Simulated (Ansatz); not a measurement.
Predict the output of the script below (the Ansatz DFT code, driven from Python).

`ge2h4o.py`
```python
import ansatz as az
import numpy as np


def main() -> None:
    ge2h4o = (
        az.Crystal.molecule()
        .atom('O', [-0.6581, -0.6127, 0.7925])
        .atom('Ge', [-0.7634, -0.097, -0.9432])
        .atom('Ge', [0.8705, 0.2109, 0.7434])
        .atom('H', [-0.5365, -1.3325, -1.8517])
        .atom('H', [-1.7625, 1.0607, -1.1674])
        .atom('H', [0.8653, 1.5637, 1.5369])
        .atom('H', [2.046, -0.8611, 0.8438])
    )

    job = (
        ge2h4o.calculation()
        .basis(gaussian='def2-SVPD')
        .functional('pbe0', dispersion='d3bj')
        .forces()
    )
    centre = np.mean([site.position_ang for site in ge2h4o.cartesian_sites], axis=0)
    field = 2 * 14.399645 * 3.0 / 30.0 ** 2


    def dipole(axis, sign):
        arm = 30.0 * np.eye(3)[axis]
        pair = [{'charge': sign * 3.0, 'position_ang': (centre - arm).tolist()}, {'charge': -sign * 3.0, 'position_ang': (centre + arm).tolist()}]
        deck = job.input().set(az.key.basis.gaussian.point_charges, pair)
        return np.array(az.Session.from_dict(deck).plan().execute().report['charge_distribution']['dipole_moment_e_ang'])


    print(f'field {field:.4f} V/A')
    alpha = np.array([(dipole(axis, 1) - dipole(axis, -1)) / (2 * field) * 14.399645 for axis in range(3)])
    print('polarisability tensor (A^3)')
    print(np.array2string(alpha, precision=3, suppress_small=True))
    print(f'mean {np.trace(alpha) / 3:.3f} A^3 = {np.trace(alpha) / 3 / 0.14818471:.2f} bohr^3')


if __name__ == '__main__':
    main()
```

```console
$ python ge2h4o.py
field 0.0960 V/A
polarisability tensor (A^3)
[[11.332 -0.118  2.96 ]
 [-0.1    9.35   0.95 ]
 [ 2.954  0.957 11.228]]
mean 10.636 A^3 = 71.78 bohr^3
```

The geometry is a force-field or estimated start, not a minimum of this method, and the basis set is short of its limit. The field of two point charges is only nearly even. The whole script took 48 s on 1 thread of Arm Neoverse V1, on a shared host, peak memory 0.4 GiB.
